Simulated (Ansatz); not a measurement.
# C3H9ClS3Sn: a ladder of functionals and wavefunction methods

Aim: compute C3H9ClS3Sn with functionals from several rungs and with coupled cluster, and see how far each lands from CCSD(T) at the basis-set limit for the atomisation energy.

The runs use Ansatz 0.2.0, Gaussian basis; functionals in def2-TZVPP, the program's frozen cores in correlated methods.

Levels to be run: LDA (SPW92), PBE-D4, revPBE-D4, BLYP-D4, r2SCAN-D4, B97M-V, PBE0-D4, B3LYP-D4, r2SCANh-D4, r2SCAN0-D4, HSE06-D4, BHLYP-D4, CAM-B3LYP-D4, LC-ωPBE, ωB97X-V, ωB97M-V, B2PLYP, PBE-QIDH; CCSD(T)/def2-SVP; CCSD(T)/def2-TZVPP; MP2/def2-QZVPP; extrapolation to the limit; RPA on PBE.

### 1 Structure used throughout

The geometry comes from an earlier relaxation with PBE0-D4 in a triple-zeta def2 set; it is a stationary point, not always the lowest conformer. Sn takes the def2 core potential; no spin-orbit term is included.

SMILES `C[S][Sn]([Cl])([S]C)[S]C`, 17 atoms, charge 0, spin multiplicity 1.

Atoms are counted from 1 here; the program's logs count them from 0.

Bond lengths: C1–S2 1.820 Å, C1–H9 1.090 Å, C1–H10 1.090 Å, C1–H11 1.090 Å, S2–Sn3 2.387 Å, Sn3–Cl4 2.337 Å, Sn3–S5 2.375 Å, Sn3–S7 2.375 Å, S5–C6 1.820 Å, C6–H12 1.090 Å, C6–H13 1.090 Å, C6–H14 1.089 Å, S7–C8 1.820 Å, C8–H15 1.089 Å, C8–H16 1.090 Å, C8–H17 1.090 Å. Angles: S2–C1–H9 111.3°, S2–C1–H10 111.3°, S2–C1–H11 106.2°, H9–C1–H10 109.9°, H9–C1–H11 109.0°, H10–C1–H11 109.0°, C1–S2–Sn3 97.7°, S2–Sn3–Cl4 102.5°, S2–Sn3–S5 111.7°, S2–Sn3–S7 111.7°, Cl4–Sn3–S5 110.3°, Cl4–Sn3–S7 110.3°, S5–Sn3–S7 110.0°, Sn3–S5–C6 98.1°, S5–C6–H12 106.0°, S5–C6–H13 111.3°, S5–C6–H14 111.0°, H12–C6–H13 109.1° and more.

As a file:

```mol
C3H9ClS3Sn
  3D, bonds by distance, orders not assigned

 17 16  0  0  0  0  0  0  0  0999 V2000
   -0.6385    2.1879   -0.7475 C   0  0
   -1.0430    1.2146    0.7359 S   0  0
    0.2396   -0.7263    0.2023 Sn  0  0
   -0.1691   -2.1210    2.0324 Cl  0  0
    2.5574   -0.2328    0.0433 S   0  0
    2.7786    0.4908    1.6982 C   0  0
   -0.5134   -1.7536   -1.8025 S   0  0
   -2.2509   -2.0031   -1.3230 C   0  0
    0.4308    2.3888   -0.8102 H   0  0
   -0.9755    1.6866   -1.6546 H   0  0
   -1.1715    3.1332   -0.6461 H   0  0
    3.8031    0.8614    1.7302 H   0  0
    2.0935    1.3222    1.8623 H   0  0
    2.6465   -0.2626    2.4735 H   0  0
   -2.3320   -2.7333   -0.5191 H   0  0
   -2.7555   -2.3885   -2.2089 H   0  0
   -2.7189   -1.0648   -1.0262 H   0  0
  1  2  8  0
  2  3  8  0
  3  4  8  0
  3  5  8  0
  5  6  8  0
  3  7  8  0
  7  8  8  0
  1  9  8  0
  1 10  8  0
  1 11  8  0
  6 12  8  0
  6 13  8  0
  6 14  8  0
  8 15  8  0
  8 16  8  0
  8 17  8  0
M  END
```

### 2 LDA

This LDA is Slater exchange with PW92 correlation.

Contents of in.yaml:

```yaml
crystal:
  periodic: [false, false, false]
  atoms:
    - {symbol: C, position_ang: [-0.638483, 2.187864, -0.747492]}
    - {symbol: S, position_ang: [-1.043002, 1.214582, 0.735931]}
    - {symbol: Sn, position_ang: [0.239552, -0.726283, 0.202325]}
    - {symbol: Cl, position_ang: [-0.169105, -2.121035, 2.032423]}
    - {symbol: S, position_ang: [2.557373, -0.232792, 0.043281]}
    - {symbol: C, position_ang: [2.778606, 0.490752, 1.698161]}
    - {symbol: S, position_ang: [-0.513412, -1.753567, -1.802517]}
    - {symbol: C, position_ang: [-2.250876, -2.003094, -1.322998]}
    - {symbol: H, position_ang: [0.430770, 2.388809, -0.810201]}
    - {symbol: H, position_ang: [-0.975531, 1.686629, -1.654574]}
    - {symbol: H, position_ang: [-1.171510, 3.133234, -0.646083]}
    - {symbol: H, position_ang: [3.803084, 0.861376, 1.730213]}
    - {symbol: H, position_ang: [2.093531, 1.322181, 1.862301]}
    - {symbol: H, position_ang: [2.646459, -0.262576, 2.473481]}
    - {symbol: H, position_ang: [-2.331956, -2.733267, -0.519053]}
    - {symbol: H, position_ang: [-2.755471, -2.388475, -2.208903]}
    - {symbol: H, position_ang: [-2.718930, -1.064838, -1.026196]}
basis:
  gaussian: {orbitals: def2-TZVPP}
hamiltonian: {xc: lda}
output: {orbitals: {seedname: orbitals}}
```

Launch:

```bash
$ ansatz run in.yaml --threads 4 --pin off --events-out ev --progress --plain --max-ram 46080MiB --backend cuda --devices 0, --max-vram 37GiB
```

After this run come: PBE-D4 (GGA); revPBE-D4 (GGA); BLYP-D4 (GGA); r2SCAN-D4 (meta-GGA); B97M-V (meta-GGA); B3LYP-D4 (hybrid); r2SCANh-D4 (hybrid); r2SCAN0-D4 (hybrid); HSE06-D4 (hybrid); BHLYP-D4 (hybrid); CAM-B3LYP-D4 (range-separated); LC-ωPBE (range-separated); ωB97X-V (range-separated); ωB97M-V (range-separated); B2PLYP (double hybrid); PBE-QIDH (double hybrid); CCSD(T) in def2-SVP; CCSD(T) in def2-TZVPP; MP2 in def2-QZVPP; RPA on PBE orbitals.

**Question.** What will the summary of the whole plan be? Wanted: atomisation energy, CCSD(T)/CBS; farthest beyond LDA; mean size of error, GGA; mean size of error, meta-GGA; mean size of error, hybrid; mean size of error, range-separated; mean size of error, double hybrid; gap, smallest and largest; T1 diagnostic.

As calculated:

```
                               quantity                                                                                                            value
        atomisation energy, CCSD(T)/CBS                                                                                                    5910.2 kJ/mol
 functionals within 59.1 kJ/mol (1.0 %)  revPBE-D4, r2SCAN-D4, B97M-V, PBE0-D4, B3LYP-D4, r2SCANh-D4, HSE06-D4, CAM-B3LYP-D4, ωB97X-V, ωB97M-V, PBE-QIDH
                    farthest beyond LDA                                                                                         BHLYP-D4 (-188.4 kJ/mol)
                mean size of error, GGA                                                                                                      69.4 kJ/mol
           mean size of error, meta-GGA                                                                                                      23.5 kJ/mol
             mean size of error, hybrid                                                                                                      60.5 kJ/mol
    mean size of error, range-separated                                                                                                      41.8 kJ/mol
      mean size of error, double hybrid                                                                                                      90.4 kJ/mol
              gap, smallest and largest                                                                        3.13 eV (LDA (SPW92)), 10.24 eV (LC-ωPBE)
                          T1 diagnostic                                                                                                           0.0118
triples share of the correlation energy                                                                                                            4.2 %
```

In words: LDA overbinds by 831.5 kJ/mol (14 %). PBE-D4 is off by +96.8 kJ/mol. Double hybrids carry the basis error of their MP2 part in triple zeta, and no dispersion term here, so their miss is partly the set-up's. The rungs meta-GGA, range-separated miss on average by less than the doubt on the reference (59.1 kJ/mol), so they tie. The reference freezes the cores and leaves out spin-orbit coupling and excitations past (T), and its outer-core shells are covered unevenly, so misses under about 59.1 kJ/mol can't be ranked. All levels share the lack of spin-orbit coupling, which lowers the free heavy atoms and so the true binding. Hartree-Fock recovers 72 % of the binding; the rest is correlation. CCSD(T) in def2-SVP is off by -424.1 kJ/mol, more than most functionals: a good method in a small basis is no reference. Orbital gaps span 3.1 to 10.2 eV; exact exchange widens them. Correlated methods include outer-core shells of Sn, which these sets cover unevenly.
